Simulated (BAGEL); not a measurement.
# C2H5BO (SMILES B1CCO1): a chain of runs

We compute the energy (HF/6-31G*), then the energy (NEVPT2(2,2)/6-31G*), then the energy (CASPT2(2,2)/6-31G*) of C2H5BO. 

Program for the calculation: BAGEL 1.2.2.

## 1. Starting point

C2H5BO has 9 atoms, charge 0, and is taken as a singlet. As SMILES, `B1CCO1`. The B1–H5 distance was set to 2.270 Å, away from the relaxed value. At this shape a bond of the SMILES string is far longer than usual.

Bond lengths: B1–C2 1.580 Å, C2–C3 1.533 Å, B1–O4 1.364 Å, C3–O4 1.455 Å, C2–H6 1.091 Å, C2–H7 1.091 Å, C3–H8 1.092 Å, C3–H9 1.092 Å. Some angles: B1–C2–C3 80.2°, C2–B1–O4 95.4°, C2–C3–O4 93.7°, B1–O4–C3 90.7°, B1–C2–H6 117.4°, B1–C2–H7 117.4°, C3–C2–H6 115.4°, C3–C2–H7 115.4°, C2–C3–H8 116.1°, C2–C3–H9 116.1°.

## 2. The energy at HF/6-31G(d) (density fitting with svp-jkfit, spherical functions) (run 1)

Input file job.json:

```json
{ "bagel": [

{
  "title": "molecule",
  "basis": "6-31gs.json",
  "df_basis": "svp-jkfit",
  "angstrom": true,
  "geometry": [
    { "atom": "B", "xyz": [      -0.137644,      -0.122284,      -0.130264 ] },
    { "atom": "C", "xyz": [       0.770956,       0.193016,       1.122736 ] },
    { "atom": "C", "xyz": [       0.166356,      -1.143584,       1.569436 ] },
    { "atom": "O", "xyz": [      -0.619844,      -1.302484,       0.355536 ] },
    { "atom": "H", "xyz": [      -0.697000,       0.772800,      -2.139500 ] },
    { "atom": "H", "xyz": [       0.501256,       1.055016,       1.733936 ] },
    { "atom": "H", "xyz": [       1.851156,       0.190116,       0.972736 ] },
    { "atom": "H", "xyz": [      -0.492644,      -1.105284,       2.438936 ] },
    { "atom": "H", "xyz": [       0.865556,      -1.975484,       1.673236 ] }
  ]
},

{ "title": "hf" },

{ "title": "print", "file": "orbitals.molden", "orbitals": true }

]}
```

The basis set 6-31G* is read from a file made from the Basis Set Exchange's data (not shown).

Started as:

```console
BAGEL_NUM_THREADS=1 BAGEL job.json > job.out
```

Log:

```text
* using 1 threads per process

  ===============================================================
  ===============================================================

  *** Geometry ***

  { "atom" : "B", "xyz" : [     -0.260109,     -0.231083,     -0.246163 ] },
  { "atom" : "C", "xyz" : [      1.456896,      0.364747,      2.121664 ] },
  { "atom" : "C", "xyz" : [      0.314367,     -2.161061,      2.965804 ] },
[... 5 lines of this table left out ...]
  { "atom" : "H", "xyz" : [      1.635664,     -3.733124,      3.161958 ] },

  Number of auxiliary basis functions:      392

  Since a DF basis is specified, we compute 2- and 3-index integrals:
    o Being stored without compression. Storage requirement is 0.014 GB

  Number of basis functions:       66
  Number of electrons      :       30

    * METHOD: MOLECULE                             0.13

  *** RHF ***

  === Nuclear Repulsion ===
   109.3777654815

      * DIIS with orbital gradients will be used.

  === RHF iteration (6-31gs.json) ===
      0       -177.88122130          0.02172212           0.03
      1       -177.99152391          0.01456468           0.03
      2       -178.04816637          0.00236100           0.03
[... 10 lines of this table left out ...]
     13       -178.05088455          0.00000001           0.03
    * SCF iteration converged.

    * Permanent dipole moment:
           (   -0.769452,     0.078158,    -1.453560) a.u.

    * METHOD: HF                                   0.49

    * METHOD: PRINT                                0.01

  ===============================================================
```

Wall time 0.8 s (1 thread of Arm Neoverse V2, shared host); peak memory 0.15 GiB.

## 3. A single-point energy at NEVPT2(2,2)/6-31G(d) (density fitting with svp-jkfit, spherical functions) (run 2)

Input file input.json:

```json
{ "bagel": [

{
  "title": "molecule",
  "basis": "6-31gs.json",
  "df_basis": "svp-jkfit",
  "angstrom": true,
  "geometry": [
    { "atom": "B", "xyz": [      -0.137644,      -0.122284,      -0.130264 ] },
    { "atom": "C", "xyz": [       0.770956,       0.193016,       1.122736 ] },
    { "atom": "C", "xyz": [       0.166356,      -1.143584,       1.569436 ] },
    { "atom": "O", "xyz": [      -0.619844,      -1.302484,       0.355536 ] },
    { "atom": "H", "xyz": [      -0.697000,       0.772800,      -2.139500 ] },
    { "atom": "H", "xyz": [       0.501256,       1.055016,       1.733936 ] },
    { "atom": "H", "xyz": [       1.851156,       0.190116,       0.972736 ] },
    { "atom": "H", "xyz": [      -0.492644,      -1.105284,       2.438936 ] },
    { "atom": "H", "xyz": [       0.865556,      -1.975484,       1.673236 ] }
  ]
},

{ "title": "hf" },

{ "title": "nevpt2", "nstate": 1, "nact": 2, "nclosed": 14, "active": [15, 16], "maxiter": 200, "natocc": true, "ncore": 4 },

{ "title": "print", "file": "orbitals.molden", "orbitals": true }

]}
```

The basis set 6-31G* is read from a file made from the Basis Set Exchange's data (not shown).

Started as:

```console
BAGEL_NUM_THREADS=1 BAGEL input.json > input.out
```

Log:

```text
* using 1 threads per process

  ===============================================================
  ===============================================================

  *** Geometry ***

  { "atom" : "B", "xyz" : [     -0.260109,     -0.231083,     -0.246163 ] },
  { "atom" : "C", "xyz" : [      1.456896,      0.364747,      2.121664 ] },
  { "atom" : "C", "xyz" : [      0.314367,     -2.161061,      2.965804 ] },
[... 5 lines of this table left out ...]
  { "atom" : "H", "xyz" : [      1.635664,     -3.733124,      3.161958 ] },

[... 23 lines left out ...]
    * SCF iteration converged.
[... 1 line left out ...]
    * Permanent dipole moment:
[... 28 lines left out ...]
    * Second-order optimization converged. *
[... 9 lines left out ...]
     * ci vector, state   0, <S^2> = 0.0000
       2.     0.9453351782
       .2    -0.3261002927

  === DF-NEVPT2 calculation ===

    * 3-index integral transformation done
    * assembly done

      NEVPT2 correlation energy:   -0.4868681769      0.09

          (+0)     -0.4552197566
          (+0)'    -0.0048700953
          (+1)     -0.0102218497
          (+1)'    -0.0000000000
          (+2)     -0.0001919274
          (-1)     -0.0152753488
          (-1)'     0.0000000000
          (-2)     -0.0010891990

      NEVPT2 total energy:       -178.5880188198

    * METHOD: NEVPT2                               1.73

    * METHOD: PRINT                                0.01

  ===============================================================
```

It took 2.5 s on 1 thread of Arm Neoverse V2, shared host; peak memory 0.15 GiB.

## 4. A single-point energy at CASPT2(2,2)/6-31G(d) (density fitting with svp-jkfit, spherical functions) (run 3)

Input file calc.json:

```json
{ "bagel": [

{
  "title": "molecule",
  "basis": "6-31gs.json",
  "df_basis": "svp-jkfit",
  "angstrom": true,
  "geometry": [
    { "atom": "B", "xyz": [      -0.137644,      -0.122284,      -0.130264 ] },
    { "atom": "C", "xyz": [       0.770956,       0.193016,       1.122736 ] },
    { "atom": "C", "xyz": [       0.166356,      -1.143584,       1.569436 ] },
    { "atom": "O", "xyz": [      -0.619844,      -1.302484,       0.355536 ] },
    { "atom": "H", "xyz": [      -0.697000,       0.772800,      -2.139500 ] },
    { "atom": "H", "xyz": [       0.501256,       1.055016,       1.733936 ] },
    { "atom": "H", "xyz": [       1.851156,       0.190116,       0.972736 ] },
    { "atom": "H", "xyz": [      -0.492644,      -1.105284,       2.438936 ] },
    { "atom": "H", "xyz": [       0.865556,      -1.975484,       1.673236 ] }
  ]
},

{
  "title": "hf"
},

{
  "title": "casscf",
  "nstate": 1,
  "nact": 2,
  "nclosed": 14,
  "active": [15, 16],
  "maxiter": 200,
  "natocc": true
},

{
  "title": "print",
  "file": "orbitals.molden",
  "orbitals": true
},

{
  "title": "smith",
  "method": "caspt2",
  "ms": true,
  "xms": true,
  "sssr": true,
  "shift": 0.2,
  "shift_imag": true,
  "ncore": 4
}

]}
```

The basis set 6-31G* is read from a file made from the Basis Set Exchange's data (not shown).

Started as:

```console
BAGEL_NUM_THREADS=1 BAGEL calc.json > calc.out
```

Log:

```text
* using 1 threads per process

  ===============================================================
  ===============================================================

  *** Geometry ***

  { "atom" : "B", "xyz" : [     -0.260109,     -0.231083,     -0.246163 ] },
  { "atom" : "C", "xyz" : [      1.456896,      0.364747,      2.121664 ] },
  { "atom" : "C", "xyz" : [      0.314367,     -2.161061,      2.965804 ] },
[... 5 lines of this table left out ...]
  { "atom" : "H", "xyz" : [      1.635664,     -3.733124,      3.161958 ] },

[... 25 lines left out ...]
    * Permanent dipole moment:
[... 37 lines left out ...]
     * ci vector, state   0, <S^2> = 0.0000
[... 21 lines left out ...]
       #      aibj      arbs      arbi      airj      risj      airs      arst      rist         Etot      error   time
[... 8 lines left out ...]
      ------------------------------------------------------------------------------------------------------------------

    * CASPT2 energy : state  0     -178.5913583208
        w/o shift correction       -178.5889729527
        reference weight              0.8632139873

    * METHOD: SMITH                                0.29

  ===============================================================
```

It took 2.6 s on 1 thread of Arm Neoverse V2, shared host; peak memory 0.15 GiB.

## 5. Summary of results

| quantity | value |
| --- | --- |
| run 1, HF/6-31G*: total energy | -178.05088 Eh |
| run 1, HF/6-31G*: dipole moment | 4.19 D |
| run 1, HF/6-31G*: HOMO energy | -8.97 eV |
| run 1, HF/6-31G*: LUMO energy | 2.55 eV |
| run 1, HF/6-31G*: HOMO–LUMO gap | 11.52 eV |
| run 2, NEVPT2(2,2)/6-31G*: total energy | -178.58802 Eh |
| run 3, CASPT2(2,2)/6-31G*: total energy | -178.59136 Eh |
